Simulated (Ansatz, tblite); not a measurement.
# The cluster Cd₆O₆: rung by rung

The task here is to estimate one member of a computed series from the others.

Computed with Ansatz 0.2.0, Gaussian basis. Level: as each input shows.

Levels to be run: GFN1-xTB, GFN2-xTB, PBE-D4/def2-TZVP, r2SCAN-D4/def2-TZVP, HF/def2-TZVP, BLYP-D4/def2-TZVP, PBE-D4/def2-SVP, PBE0-D4/def2-SVP, MP2/def2-SVP.

7 further runs of the same task are left out: 4 that didn't finish, 3 set aside as unsound or not needed. Runs told in other sessions of the task aren't counted.

### The relaxed structure

The singlet was relaxed beforehand with PBE0-D4/def2-SVP. At that level it is the lowest of the isomers that a small search found.

12 atoms, charge 0, spin multiplicity 1.

Bond lengths: Cd1–Cd4 2.769 Å, Cd1–O7 2.191 Å, Cd1–O10 2.164 Å, Cd1–O12 2.344 Å, Cd2–Cd5 2.713 Å, Cd2–O11 2.025 Å, Cd2–O12 2.312 Å, Cd3–Cd6 3.250 Å, Cd3–O9 2.061 Å, Cd3–O10 2.435 Å, Cd3–O11 1.982 Å, Cd4–O9 2.399 Å, Cd5–O7 2.360 Å, O7–O8 1.433 Å, O8–O12 1.411 Å, O9–O10 1.456 Å. Angles: Cd4–Cd1–O7 159.2°, Cd4–Cd1–O10 71.6°, Cd4–Cd1–O12 113.5°, O7–Cd1–O10 128.4°, O7–Cd1–O12 59.8°, O10–Cd1–O12 105.2°, Cd5–Cd2–O11 159.6°, Cd5–Cd2–O12 75.4°, O11–Cd2–O12 109.7°, Cd6–Cd3–O9 91.0°, Cd6–Cd3–O10 98.2°, Cd6–Cd3–O11 90.6°, O9–Cd3–O10 36.6°, O9–Cd3–O11 160.3°, O10–Cd3–O11 123.8°, Cd1–Cd4–O9 71.4°, Cd2–Cd5–O7 90.0°, Cd1–O7–Cd5 121.3° and more.

Cd takes a core potential in the def2 sets. No spin-orbit coupling is included.

PBE0-D4/def2-TZVP was run before; its log isn't repeated, and its numbers join the tables.

The first run:

Tight binding, by tblite at 300 K electronic temperature and without a spin-polarisation term:

```python
tblite.interface.Calculator('GFN1-xTB', numbers, positions, charge=0, uhf=0).singlepoint()
```

Tight binding, by tblite at 300 K electronic temperature and without a spin-polarisation term:

```python
tblite.interface.Calculator('GFN2-xTB', numbers, positions, charge=0, uhf=0).singlepoint()
```

start.molden holds the orbitals of an earlier run on this state, given as this run's starting guess.

in.yaml reads:

```yaml
crystal:
  periodic: [false, false, false]
  atoms:
    - {symbol: Cd, position_ang: [-1.169075, -1.202410, -0.307222]}
    - {symbol: Cd, position_ang: [2.139999, 0.710569, -0.606966]}
    - {symbol: Cd, position_ang: [-0.422505, 2.344056, 0.170074]}
    - {symbol: Cd, position_ang: [-3.204058, -0.214183, 1.289112]}
    - {symbol: Cd, position_ang: [2.364592, -1.561071, -2.072601]}
    - {symbol: Cd, position_ang: [0.054004, 0.575959, 2.855592]}
    - {symbol: O, position_ang: [0.499150, -2.469118, -0.948657]}
    - {symbol: O, position_ang: [1.320402, -2.184778, 0.190814]}
    - {symbol: O, position_ang: [-2.326700, 1.583585, -0.034447]}
    - {symbol: O, position_ang: [-1.759992, 0.733191, -1.072211]}
    - {symbol: O, position_ang: [1.534041, 2.563609, -0.059574]}
    - {symbol: O, position_ang: [0.970142, -0.879390, 0.596097]}
basis:
  gaussian: {orbitals: def2-TZVP, initial_orbitals: start.molden}
hamiltonian: {xc: pbe, dispersion: d4}
scf: {omitted_lower_state_checks: [starts]}
output: {forces: true, orbitals: {seedname: orbitals}}
```

Started as:

```bash
ansatz run in.yaml --threads 4 --pin off --events-out ev --progress --plain --max-ram 6963MiB
```

Steps of the session up to this table: PBE-D4/def2-TZVP; r2SCAN-D4/def2-TZVP; HF/def2-TZVP; BLYP-D4/def2-TZVP; PBE-D4/def2-SVP; PBE0-D4/def2-SVP; MP2/def2-SVP.

One of the session's tables, all rows but one given; the rest of the session is left out.

It belongs to the step «Binding energy». 

```
              level  binding an atom (eV)
        HF/def2-SVP                 0.182
       HF/def2-TZVP                 0.133
    PBE-D4/def2-SVP                 1.908
   PBE-D4/def2-TZVP                 1.827
  BLYP-D4/def2-TZVP                 1.676
r2SCAN-D4/def2-TZVP                 1.710
   PBE0-D4/def2-SVP                     ?
  PBE0-D4/def2-TZVP                 1.569
       MP2/def2-SVP                 1.583
```

**Question.** Estimate the row for PBE0-D4/def2-SVP.

As computed: binding an atom (eV): 1.627. In the column «binding an atom (eV)» it lies between MP2/def2-SVP (1.583) and BLYP-D4/def2-TZVP (1.676).

Limits of these values: Free atoms were run apart at each level; binding is atoms less cluster, divided by the number of atoms, without zero-point or spin-orbit terms.
